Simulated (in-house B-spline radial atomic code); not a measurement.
# Sn⁴⁸⁺: energy to remove an electron

How far is Koopmans' theorem off for Sn⁴⁸⁺, and which self-energy repairs it?

Method: Dirac-Hartree-Fock with a diagonal self-energy (second order, or its direct term screened), Breit and QED, no-pair Dirac-Coulomb, B-spline basis. Code: an in-house B-spline radial atomic code, version 1.

## 1. Starting point

```
element       : tin (Z = 50)
charge        : +48
closed shells : 1s2
nucleus       : mass number 120, rms radius 4.652 fm
```

The outer shells:

Sn48+
```
1s [↑↓]
```

## 2. The run

Input settings, with the grid that the program derived:

```ini
basis_form = 2
Z = 50
core_configuration = 1s2
rms_radius = 4.6519
mass_number = 120
speed_of_light = 137.035999084
box_radius = 2.605
lmax = 7
intervals = 57
virtual_cutoff = 10000.0
```

The run is started by

```sh
$ python run_mb.py task.json out
```

What does the calculation give? Wanted: outermost subshell; Koopmans; final removal energy; weight of the hole state.

**Answer**, as computed:

| quantity | value |
| --- | --- |
| outermost subshell | 1s1/2 |
| Koopmans | 34336 eV |
| final removal energy | 34256 eV |
| weight of the hole state (TDHF) | 1.000 |
| tabulated theoretical ionisation energy | 34257 eV (NIST Atomic Spectra Database, ionization energies) |

In words: From Koopmans' 34336 eV the 1s1/2 removal energy moves down by 80 eV. Relaxation alone (ΔSCF) lowers it by 1.7 eV, and correlation gives back 1.2 eV, since the species with more electrons has more of it. Breit and QED together add -79 eV. The tabulated theoretical ionisation energy is 34257 eV: Koopmans is off by +79 eV, second order by +78 eV and the final value by -1.2 eV.
